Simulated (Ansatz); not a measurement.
# PBr (P-1) in Ansatz: settings compared

The runs below take PBr through band structure, with PBEsol, RPBE, revPBE, BLYP, r2SCAN.

Everything below comes from runs of Ansatz 0.2.0. Logs are shortened: lines on timing, memory, paths and dates and some standing lists are left out, and cuts for length are marked.

## Step 1: Starting point

The typed cell holds 4 atoms: a = 4.939 Å, b = 5.589 Å, c = 6.306 Å, α = 93.19°, β = 96.34°, γ = 111.65°.

The cell comes from a database or a generator and needn't be the stable form of this composition.

## Step 2: Band structure, PBEsol

input.yaml

```yaml
crystal:
  lattice:
    - [4.938563, 0.0, 0.0]
    - [-2.06239, 5.194497, 0.0]
    - [-0.696781, -0.653765, 6.233256]
  atoms:
    - { symbol: Br, position: [0.665798, 0.855013, 0.242756] }
    - { symbol: Br, position: [0.334202, 0.144987, 0.757244] }
    - { symbol: P, position: [0.64072, 0.499757, 0.631871] }
    - { symbol: P, position: [0.35928, 0.500243, 0.368129] }
hamiltonian:
  xc: pbesol
  pseudopotentials: { kind: paw }
kpoints:
  mp_grid: { grid: [4, 3, 3] }
  band_path:
    path:
      - [[0.0, 0.0, -0.5], [0.0, 0.0, 0.0], [0.0, 0.5, 0.0]]
      - [[0.0, 0.5, -0.5], [0.0, 0.0, 0.0], [0.5, -0.5, 0.0]]
      - [[0.5, -0.5, -0.5], [0.0, 0.0, 0.0], [0.5, 0.0, 0.0]]
      - [[0.5, 0.0, -0.5], [0.0, 0.0, 0.0]]
    npoints: 14
scf:
  occupations: { method: fermi_dirac, width: 0.05 }
  n_extra_bands: 10
output:
  forces: true
  stress: true
  eigenvalues: true
  fatbands: false
  write_density: true
  write_potential: true
  elf: true
  volumetric_format: npy
```

Potentials or basis: Ansatz PAW.

Command:

```sh
> ansatz run input.yaml --threads 2 --pin off --max-ram 5632MiB --backend cpu --events-out ev --progress --plain --runs-dir out
```

Standard output:

```text
Warning: RAYON_NUM_THREADS=2 ignored (pool sized by the plan → 2); use --threads N
scf.n_extra_bands = 10 over 12 filled bands (N_el = 24.0): the run solves 22 bands
Engine: ansatz 0.2.0, x86_64-unknown-linux-gnu
Pseudopotentials: kind: paw
Pseudopotential: Br, paw, valence charge 7, recommended cutoff 420 eV (normal), Br.paw.azcp
Pseudopotential: P, paw, valence charge 5, recommended cutoff 420 eV (normal), P.paw.azcp
Functional definition: PBEsol
  exchange = pbesol_x
  correlation = pbesol_c
Crystal: 4 atoms, lattice volume = 159.904 Å³
Basis set: ecut = 420 eV, 3143 PW (Γ), exchange–correlation on 72×80×90 points (8 copies of the dense FFT grid, shifted against one another)
Bands: 22, of which v1, the nominal top of the filled ones, is band 12 counted from 1 (11 counted from 0)
Symmetry: 2 space group operations
Space group: P-1 (ITA 2), of the structure as read, at distance tolerance 5.4e-5 Å
k-points: 19 of 36
Non-local potential: Br, projectors of the file, l = 0: 2, l = 1: 2, l = 2: 2
Non-local potential: P, projectors of the file, l = 0: 2, l = 1: 2, l = 2: 2
PAW form: soft (Blöchl's): semilocal exchange-correlation on the pseudo side does not see the compensation charge
PAW frozen core: Br, regenerated for the run's functional, and the local potential with it (the file was generated under x = pbe(κ = 0.804, μ = 0.2195149727645171), c = pbe(β = 0.06672455060314922))
PAW frozen core: P, regenerated for the run's functional, and the local potential with it (the file was generated under x = pbe(κ = 0.804, μ = 0.2195149727645171), c = pbe(β = 0.06672455060314922))
PAW one-centre angular grid: Br, 110 points (default); XC on 64 Gauss nodes
PAW one-centre angular grid: P, 110 points (default); XC on 64 Gauss nodes
Initial density: superposition of atomic densities (neutral atoms: chi_scale 0, normalization atom), corrected by the library's trained network
Initial wavefunctions: pseudopotential atomic-orbital guess
Functional: x = pbesol(κ = 0.804, μ = 0.12345679012345678), c = pbesol(β = 0.046)
SCF iter   1: F=—  HF=-6952.699468 eV  |F-HF|=—  |Δ(HF+E_count)|=         —  Δρ=2.82e-3  dr2=2.29e-2  ethr=1.77e-3  ⟨swp⟩=7.0  Hψ=2697  notcnv=0  defer=17
preconditioner: auto → Resta (q_TF=auto, 1.989 Å⁻¹)  ε∞=2.6  [insulator: Δε(μ)=1.668 eV  Ē_g=11.550 eV  σ=0.050 eV  W_gap=1.00  n_scr=20 (ndim 8)  ℏωp=14.4 eV  f_vac=0.105  D(μ)=0.00/eV (n_scr^D=0)  ε∞_Penn≈2.6]
SCF iter   2: F=—  HF=-6952.695930 eV  |F-HF|=—  |Δ(HF+E_count)|=   3.54e-3  Δρ=1.23e-3  dr2=2.60e-3  ethr=9.54e-5  ⟨swp⟩=2.8  Hψ=784  notcnv=0  defer=64
SCF iter   3: F=—  HF=-6952.695973 eV  |F-HF|=—  |Δ(HF+E_count)|=   4.33e-5  Δρ=5.21e-4  dr2=4.29e-4  ethr=1.08e-5  ⟨swp⟩=2.5  Hψ=531  notcnv=0  defer=64
SCF iter   4: F=—  HF=-6952.696139 eV  |F-HF|=—  |Δ(HF+E_count)|=   1.66e-4  Δρ=9.57e-5  dr2=1.73e-5  ethr=1.79e-6  ⟨swp⟩=2.4  Hψ=546  notcnv=0  defer=64
SCF iter   5: F=—  HF=-6952.696167 eV  |F-HF|=—  |Δ(HF+E_count)|=   2.77e-5  Δρ=2.03e-5  dr2=9.40e-7  ethr=7.23e-8  ⟨swp⟩=2.3  Hψ=582  notcnv=0  defer=64
SCF iter   6: F=-6952.696169 eV  HF=-6952.696169 eV  |F-HF|=1.12e-7  |Δ(HF+E_count)|=   1.69e-6  Δρ=4.98e-6  dr2=6.89e-8  ethr=4.17e-10  ⟨swp⟩=17.9  Hψ=3946  notcnv=0
SCF 1 converged in 6 iterations: F = -6952.696169 eV  dr2 = 6.89e-8
NSCF: frozen V_eff on 102 k-points
SCF converged after 6 iterations
Free energy (F): -6952.696169 eV
Harris-Foulkes:  -6952.696169 eV  (|F-HF|=1.12e-7)
Internal energy: -6952.696169 eV  (E = F + TS)
E sigma→0 (E₀):  -6952.696169 eV
Entropy (-TS):   -0.000000 eV (-0.000 meV/atom)
Fermi energy:    0.986065 eV
--- Per-component energies (eV) ---
  E_band       = -124.436529
  E_kinetic    = 399.965014
  E_local      = -899.197067  (includes V_loc(G=0)·N_el)
  E_nonlocal   = 209.843455
  E_hartree    = 262.665663
  E_xc         = -639.271641
  E_vxc        = -321.355170  (∫ρ·V_xc dr)
  E_paw        = -5514.321119  (= ΣΔE_a)
  E_vpaw       = -39.023487  (= ΣTr[D̂ρ^β])
  E_aug_tail   = 0.000007  (compensation charges beyond the density's cutoff)
  E_ewald      = -772.657213
  E_core_change = 0.276733  (= ΣΔE_core)
  E_smearing   = -0.000000  (= −TS)
  E_closure    = 0.000000  (closes the sum)
  Σ components = -6952.696169   (vs F -6952.696169, Δ=0.00e0)
--- Forces (eV/Å), atoms counted from 1 ---
  atom   1  Br    -0.05546337    -0.23034233     0.09165210
  atom   2  Br     0.05546337     0.23034233    -0.09165210
  atom   3  P     -0.04467824    -0.11390557    -0.02870998
  atom   4  P      0.04467824     0.11390557     0.02870998
  max |Σ_I F_I| component: 0.00e0 eV/Å
--- Stress (GPa, compression-positive) ---
       -0.507462      -0.250571       0.172701
       -0.250572      -1.014982       0.398362
        0.172701       0.398361      -0.663375
  P = ⅓ Tr σ = -0.7286 GPa (-7.286 kbar)
--- Band table (eV; the first three rows and the last of 19) ---
  k-point 0: bands = ["-14.7850", "-14.3868", "-10.6064", "-6.8488", "-3.6604", "-3.5859", "-2.3778", "-1.9827", "-1.9573", "-1.1709", "-0.8830", "-0.3187", "2.1773", "3.4398", "4.8774", "5.7067", "5.8462", "7.1493", "7.3033", "8.5352", "8.5966", "9.5320"]
  k-point 1: bands = ["-14.7395", "-14.4372", "-10.6054", "-6.8530", "-3.7847", "-3.6135", "-2.2462", "-1.9103", "-1.8204", "-1.2826", "-0.8223", "-0.1744", "1.9894", "3.0862", "4.8746", "5.3791", "6.4153", "7.1928", "7.3519", "8.2718", "8.7629", "9.4753"]
  k-point 2: bands = ["-14.6976", "-14.4498", "-10.6797", "-7.0237", "-3.6500", "-3.3676", "-2.4632", "-1.9836", "-1.6326", "-1.4436", "-0.2554", "-0.0406", "1.9654", "2.8881", "4.0063", "5.6223", "6.5818", "6.9719", "7.9361", "8.1004", "8.3652", "8.9268"]
  k-point 18: bands = ["-14.6743", "-14.4493", "-10.6241", "-6.9622", "-3.9551", "-3.5498", "-2.9935", "-1.9501", "-1.5814", "-1.4987", "-0.4435", "0.0234", "2.5086", "3.1581", "4.5667", "5.9145", "6.7461", "7.6119", "7.7339", "8.6179", "8.6716", "9.3042"]
```

It took 5.6 s on 2 threads of AMD EPYC 7R43 (Zen 3), shared host; peak memory 0.52 GiB.

Results:

```yaml
Free_energy: -6952.6962 eV
Pressure: -0.7 GPa
Largest_force: 0.254 eV/Å
Band_gap_on_the_k_mesh: 1.62 eV, direct
Band_gap_along_the_path: 1.39 eV, direct
```

Forces in eV/Å, atoms in the order of the input:
```
Br  -0.055 -0.230  0.092
Br   0.055  0.230 -0.092
P   -0.045 -0.114 -0.029
P    0.045  0.114  0.029
```

Levels at the corners of the path, in eV from the valence-band top:
```
point  band 8  band 9  band 10  band 11  band 12  band 13  band 14  band 15  band 16  band 17
    X   -2.23   -1.97    -1.69    -1.09    -0.44     1.60     2.67     4.56     4.99     6.27
    Γ   -2.29   -2.27    -1.48    -1.19    -0.63     1.87     3.13     4.57     5.39     5.53
    Y   -2.23   -1.79    -1.77    -0.44    -0.24     1.61     2.35     3.40     5.23     6.54
    L   -2.19   -1.81    -1.57    -0.63     0.00     1.39     2.74     3.26     4.24     7.32
    Γ   -2.29   -2.27    -1.48    -1.19    -0.63     1.87     3.13     4.57     5.39     5.53
    Z   -2.34   -2.10    -1.81    -0.85    -0.32     2.31     2.96     4.60     5.18     6.78
    N   -2.52   -1.79    -1.56    -1.09    -0.15     2.20     2.98     4.69     5.86     6.53
    Γ   -2.29   -2.27    -1.48    -1.19    -0.63     1.87     3.13     4.57     5.39     5.53
    M   -2.48   -2.34    -1.66    -0.98    -0.30     2.24     2.59     3.44     4.64     6.12
    R   -2.38   -1.83    -1.82    -0.66    -0.27     1.99     2.57     3.25     5.48     6.20
    Γ   -2.29   -2.27    -1.48    -1.19    -0.63     1.87     3.13     4.57     5.39     5.53
```

Caveat: the k mesh misses the band edges, so the gap on the mesh is wider than the one along the path; the PAW data sets come from PBE, with cores solved anew for the run's functional, which leaves a small shift of forces and pressure.

## Step 3: Band structure, RPBE

input.yaml, as its differences from that of step 2:

```diff
@@ -11,3 +11,3 @@
 hamiltonian:
-  xc: pbesol
+  xc: rpbe
   pseudopotentials: { kind: paw }
```

Potentials or basis: Ansatz PAW.

Command:

```sh
> ansatz run input.yaml --threads 2 --pin off --max-ram 5632MiB --backend cpu --events-out ev --progress --plain --runs-dir out
```

Wall time 5.6 s (2 threads of AMD EPYC 7R43 (Zen 3), shared host); peak memory 0.52 GiB.

It converged, with:

| Item | Value |
| --- | --- |
| Free energy | -7097.2157 eV |
| Pressure | 1.1 GPa |
| Largest force | 0.139 eV/Å |
| Band gap on the k mesh | 1.68 eV, direct |
| Band gap along the path | 1.46 eV, direct |

Forces in eV/Å, atoms in the order of the input:
```
Br   0.020 -0.033 -0.084
Br  -0.020  0.033  0.084
P    0.100 -0.022  0.094
P   -0.100  0.022 -0.094
```

Stress tensor (GPa, compression positive):
```
 0.91  0.04  0.17
 0.04  1.26 -0.06
 0.17 -0.06  1.18
```

Levels at the corners of the path, in eV from the valence-band top:
| point | band 8 | band 9 | band 10 | band 11 | band 12 | band 13 | band 14 | band 15 | band 16 | band 17 |
| --- | --- | --- | --- | --- | --- | --- | --- | --- | --- | --- |
| X | -2.17 | -1.94 | -1.66 | -1.05 | -0.42 | 1.66 | 2.81 | 4.67 | 5.13 | 6.61 |
| Γ | -2.27 | -2.22 | -1.45 | -1.15 | -0.60 | 1.91 | 3.22 | 4.68 | 5.67 | 5.77 |
| Y | -2.18 | -1.77 | -1.73 | -0.42 | -0.23 | 1.68 | 2.50 | 3.56 | 5.38 | 6.81 |
| L | -2.15 | -1.78 | -1.53 | -0.61 | 0.00 | 1.46 | 2.86 | 3.43 | 4.44 | 7.60 |
| Γ | -2.27 | -2.22 | -1.45 | -1.15 | -0.60 | 1.91 | 3.22 | 4.68 | 5.67 | 5.77 |
| Z | -2.28 | -2.06 | -1.76 | -0.82 | -0.30 | 2.34 | 3.07 | 4.70 | 5.30 | 7.11 |
| N | -2.46 | -1.76 | -1.52 | -1.06 | -0.15 | 2.22 | 3.09 | 4.79 | 5.96 | 6.82 |
| Γ | -2.27 | -2.22 | -1.45 | -1.15 | -0.60 | 1.91 | 3.22 | 4.68 | 5.67 | 5.77 |
| M | -2.44 | -2.29 | -1.62 | -0.92 | -0.31 | 2.28 | 2.71 | 3.60 | 4.79 | 6.49 |
| R | -2.31 | -1.79 | -1.79 | -0.61 | -0.27 | 2.04 | 2.70 | 3.41 | 5.61 | 6.50 |
| Γ | -2.27 | -2.22 | -1.45 | -1.15 | -0.60 | 1.91 | 3.22 | 4.68 | 5.67 | 5.77 |

Caveat: the k mesh misses the band edges, so the gap on the mesh is wider than the one along the path; the PAW data sets come from PBE, with cores solved anew for the run's functional, which leaves a small shift of forces and pressure. RPBE gaps usually lie below the measured ones, often by a third to a half.

## Step 4: Band structure, revPBE

input.yaml, as its differences from that of step 3:

```diff
@@ -11,3 +11,3 @@
 hamiltonian:
-  xc: rpbe
+  xc: revpbe
   pseudopotentials: { kind: paw }
@@ -29,3 +29,3 @@
   eigenvalues: true
-  fatbands: false
+  fatbands: true
   write_density: true
```

Potentials or basis: Ansatz PAW.

Command:

```sh
> ansatz run input.yaml --threads 2 --pin off --max-ram 5632MiB --backend cpu --events-out ev --progress --plain --runs-dir out
```

Standard output:

```text
Warning: RAYON_NUM_THREADS=2 ignored (pool sized by the plan → 2); use --threads N
scf.n_extra_bands = 10 over 12 filled bands (N_el = 24.0): the run solves 22 bands
[... 4 set-up lines as earlier in the session ...]
Functional definition: revPBE
  parameter kappa = 1.245
  parameter beta = 0.06672455060314922
  exchange = pbe_x(kappa = kappa, mu = beta*pi^2/3)
  correlation = pbe_c(beta = beta)
Crystal: 4 atoms, lattice volume = 159.904 Å³
Basis set: ecut = 420 eV, 3143 PW (Γ), exchange–correlation on 72×80×90 points (8 copies of the dense FFT grid, shifted against one another)
Bands: 22, of which v1, the nominal top of the filled ones, is band 12 counted from 1 (11 counted from 0)
[... 2 set-up lines as earlier in the session ...]
k-points: 19 of 36
[... 9 set-up lines as earlier in the session ...]
Functional: x = revpbe(κ = 1.245, μ = 0.2195149727645171), c = pbe(β = 0.06672455060314922)
SCF iter   1: F=—  HF=-7091.705742 eV  |F-HF|=—  |Δ(HF+E_count)|=         —  Δρ=3.02e-3  dr2=2.60e-2  ethr=1.77e-3  ⟨swp⟩=6.9  Hψ=2692  notcnv=0  defer=19
preconditioner: auto → Resta (q_TF=auto, 1.989 Å⁻¹)  ε∞=2.5  [insulator: Δε(μ)=1.723 eV  Ē_g=11.718 eV  σ=0.050 eV  W_gap=1.00  n_scr=20 (ndim 8)  ℏωp=14.4 eV  f_vac=0.105  D(μ)=0.00/eV (n_scr^D=0)  ε∞_Penn≈2.5]
SCF iter   2: F=—  HF=-7091.701808 eV  |F-HF|=—  |Δ(HF+E_count)|=   3.93e-3  Δρ=1.38e-3  dr2=3.91e-3  ethr=1.08e-4  ⟨swp⟩=2.6  Hψ=805  notcnv=0  defer=74
SCF iter   3: F=—  HF=-7091.702056 eV  |F-HF|=—  |Δ(HF+E_count)|=   2.48e-4  Δρ=6.00e-4  dr2=6.85e-4  ethr=1.63e-5  ⟨swp⟩=2.6  Hψ=546  notcnv=0  defer=74
SCF iter   4: F=—  HF=-7091.702414 eV  |F-HF|=—  |Δ(HF+E_count)|=   3.58e-4  Δρ=1.26e-4  dr2=3.45e-5  ethr=2.86e-6  ⟨swp⟩=2.8  Hψ=570  notcnv=0  defer=74
SCF iter   5: F=—  HF=-7091.702477 eV  |F-HF|=—  |Δ(HF+E_count)|=   6.31e-5  Δρ=2.77e-5  dr2=1.36e-6  ethr=1.44e-7  ⟨swp⟩=2.3  Hψ=601  notcnv=0  defer=74
SCF iter   6: F=-7091.702481 eV  HF=-7091.702481 eV  |F-HF|=2.19e-7  |Δ(HF+E_count)|=   4.34e-6  Δρ=5.93e-6  dr2=6.90e-8  ethr=4.17e-10  ⟨swp⟩=15.9  Hψ=4048  notcnv=0
SCF 1 converged in 6 iterations: F = -7091.702481 eV  dr2 = 6.90e-8
NSCF: frozen V_eff on 102 k-points
SCF converged after 6 iterations
Free energy (F): -7091.702481 eV
Harris-Foulkes:  -7091.702481 eV  (|F-HF|=2.19e-7)
Internal energy: -7091.702481 eV  (E = F + TS)
E sigma→0 (E₀):  -7091.702481 eV
Entropy (-TS):   -0.000000 eV (-0.000 meV/atom)
Fermi energy:    1.135917 eV
--- Per-component energies (eV) ---
  E_band       = -120.752302
  E_kinetic    = 400.838186
  E_local      = -898.160913  (includes V_loc(G=0)·N_el)
  E_nonlocal   = 207.147692
  E_hartree    = 264.264247
  E_xc         = -648.222549
  E_vxc        = -321.464954  (∫ρ·V_xc dr)
  E_paw        = -5644.779783  (= ΣΔE_a)
  E_vpaw       = -37.639502  (= ΣTr[D̂ρ^β])
  E_aug_tail   = 0.000007  (compensation charges beyond the density's cutoff)
  E_ewald      = -772.657213
  E_core_change = -0.132154  (= ΣΔE_core)
  E_smearing   = -0.000000  (= −TS)
  E_closure    = 0.000000  (closes the sum)
  Σ components = -7091.702481   (vs F -7091.702481, Δ=0.00e0)
--- Forces (eV/Å), atoms counted from 1 ---
  atom   1  Br     0.01141859    -0.05341314    -0.06215300
  atom   2  Br    -0.01141859     0.05341314     0.06215300
  atom   3  P      0.08053014    -0.02954574     0.07127286
  atom   4  P     -0.08053014     0.02954574    -0.07127286
  max |Σ_I F_I| component: 0.00e0 eV/Å
--- Stress (GPa, compression-positive) ---
        0.797939       0.009070       0.166381
        0.009069       1.042162      -0.012030
        0.166381      -0.012030       1.010429
  P = ⅓ Tr σ = 0.9502 GPa (9.502 kbar)
--- Band table (eV; the first three rows and the last of 19) ---
  k-point 0: bands = ["-14.6065", "-14.2066", "-10.4741", "-6.7196", "-3.4950", "-3.4306", "-2.1999", "-1.8455", "-1.7999", "-1.0260", "-0.7281", "-0.1755", "2.3297", "3.6383", "5.0872", "6.0834", "6.1956", "7.5386", "7.6760", "8.9041", "8.9757", "9.8903"]
  k-point 1: bands = ["-14.5620", "-14.2561", "-10.4730", "-6.7228", "-3.6193", "-3.4509", "-2.0926", "-1.7502", "-1.6759", "-1.1406", "-0.6684", "-0.0352", "2.1503", "3.3198", "5.0814", "5.6559", "6.8510", "7.5940", "7.7460", "8.6580", "9.1123", "9.8020"]
  k-point 2: bands = ["-14.5207", "-14.2685", "-10.5450", "-6.8894", "-3.4866", "-3.2171", "-2.2981", "-1.8232", "-1.4865", "-1.2989", "-0.1243", "0.0911", "2.1381", "3.1243", "4.2458", "5.8663", "7.0271", "7.3702", "8.2989", "8.4776", "8.6830", "9.2959"]
  k-point 18: bands = ["-14.4986", "-14.2677", "-10.4914", "-6.8304", "-3.7783", "-3.3928", "-2.8016", "-1.7892", "-1.4350", "-1.3528", "-0.3101", "0.1502", "2.6444", "3.3790", "4.7847", "6.1389", "7.1716", "8.0246", "8.1584", "8.9596", "9.0892", "9.6665"]
```

Run time: 8.2 s. Hardware: 2 threads of AMD EPYC 7R43 (Zen 3), shared host; peak memory 0.52 GiB.

Results:

| Item | Value |
| --- | --- |
| Free energy | -7091.7025 eV |
| Pressure | 1.0 GPa |
| Largest force | 0.112 eV/Å |
| Band gap on the k mesh | 1.68 eV, direct |
| Band gap along the path | 1.46 eV, direct |

Forces in eV/Å, atoms in the order of the input:
```
Br   0.011 -0.053 -0.062
Br  -0.011  0.053  0.062
P    0.081 -0.030  0.071
P   -0.081  0.030 -0.071
```

Stress tensor (GPa, compression positive):
```
 0.80  0.01  0.17
 0.01  1.04 -0.01
 0.17 -0.01  1.01
```

Levels at the corners of the path, in eV from the valence-band top:
```tsv
point	band 10	band 11	band 12	band 13	band 14	band 15
X	-1.66	-1.05	-0.42	1.66	2.80	4.66
Γ	-1.45	-1.15	-0.60	1.91	3.21	4.66
Y	-1.73	-0.42	-0.23	1.67	2.49	3.54
L	-1.54	-0.61	0.00	1.46	2.85	3.41
Γ	-1.45	-1.15	-0.60	1.91	3.21	4.66
Z	-1.77	-0.82	-0.31	2.33	3.06	4.69
N	-1.52	-1.06	-0.15	2.22	3.08	4.78
Γ	-1.45	-1.15	-0.60	1.91	3.21	4.66
M	-1.62	-0.93	-0.31	2.27	2.70	3.58
R	-1.79	-0.62	-0.27	2.04	2.69	3.39
Γ	-1.45	-1.15	-0.60	1.91	3.21	4.66
```

Caveat: the k mesh misses the band edges, so the gap on the mesh is wider than the one along the path; the PAW data sets come from PBE, with cores solved anew for the run's functional, which leaves a small shift of forces and pressure. Expect the measured gap to be larger: semilocal functionals such as revPBE lack the derivative discontinuity.

## Step 5: Band structure, BLYP

input.yaml, as its differences from that of step 4:

```diff
@@ -11,3 +11,3 @@
 hamiltonian:
-  xc: revpbe
+  xc: blyp
   pseudopotentials: { kind: paw }
@@ -29,3 +29,3 @@
   eigenvalues: true
-  fatbands: true
+  fatbands: false
   write_density: true
```

Command:

```sh
> ansatz run input.yaml --threads 2 --pin off --max-ram 5632MiB --backend cpu --events-out ev --progress --plain --runs-dir out
```

Wall time 5.8 s (2 threads of AMD EPYC 7R43 (Zen 3), shared host); peak memory 0.51 GiB.

The run converged. Its results:

```yaml
Free_energy: -7109.4318 eV
Pressure: 1.4 GPa
Largest_force: 0.351 eV/Å
Band_gap_on_the_k_mesh: 1.62 eV, direct
Band_gap_along_the_path: 1.39 eV, direct
```

Forces on the atoms (eV/Å):
```
Br   0.119  0.247 -0.219
Br  -0.119 -0.247  0.219
P    0.247  0.181  0.072
P   -0.247 -0.181 -0.072
```

Stress tensor (GPa, compression positive):
```
 0.93  0.41  0.10
 0.41  2.02 -0.64
 0.10 -0.64  1.32
```

Levels at the corners of the path, in eV from the valence-band top:
| point | band 8 | band 9 | band 10 | band 11 | band 12 | band 13 | band 14 | band 15 | band 16 | band 17 |
| --- | --- | --- | --- | --- | --- | --- | --- | --- | --- | --- |
| X | -2.19 | -1.96 | -1.68 | -1.11 | -0.43 | 1.59 | 2.73 | 4.58 | 5.00 | 6.38 |
| Γ | -2.24 | -2.24 | -1.46 | -1.22 | -0.62 | 1.85 | 3.17 | 4.58 | 5.48 | 5.54 |
| Y | -2.20 | -1.77 | -1.76 | -0.47 | -0.24 | 1.60 | 2.39 | 3.44 | 5.25 | 6.60 |
| L | -2.17 | -1.78 | -1.56 | -0.66 | 0.00 | 1.39 | 2.78 | 3.29 | 4.27 | 7.40 |
| Γ | -2.24 | -2.24 | -1.46 | -1.22 | -0.62 | 1.85 | 3.17 | 4.58 | 5.48 | 5.54 |
| Z | -2.31 | -2.08 | -1.79 | -0.88 | -0.32 | 2.29 | 3.01 | 4.62 | 5.19 | 6.92 |
| N | -2.50 | -1.76 | -1.53 | -1.13 | -0.15 | 2.18 | 3.03 | 4.72 | 5.86 | 6.63 |
| Γ | -2.24 | -2.24 | -1.46 | -1.22 | -0.62 | 1.85 | 3.17 | 4.58 | 5.48 | 5.54 |
| M | -2.42 | -2.32 | -1.65 | -0.96 | -0.35 | 2.22 | 2.61 | 3.48 | 4.67 | 6.23 |
| R | -2.34 | -1.83 | -1.80 | -0.64 | -0.31 | 1.98 | 2.60 | 3.29 | 5.50 | 6.28 |
| Γ | -2.24 | -2.24 | -1.46 | -1.22 | -0.62 | 1.85 | 3.17 | 4.58 | 5.48 | 5.54 |

Caveat: the k mesh misses the band edges, so the gap on the mesh is wider than the one along the path; the PAW data sets come from PBE, with cores solved anew for the run's functional, which leaves a small shift of forces and pressure.

(Part 1 of 2 ends here.)
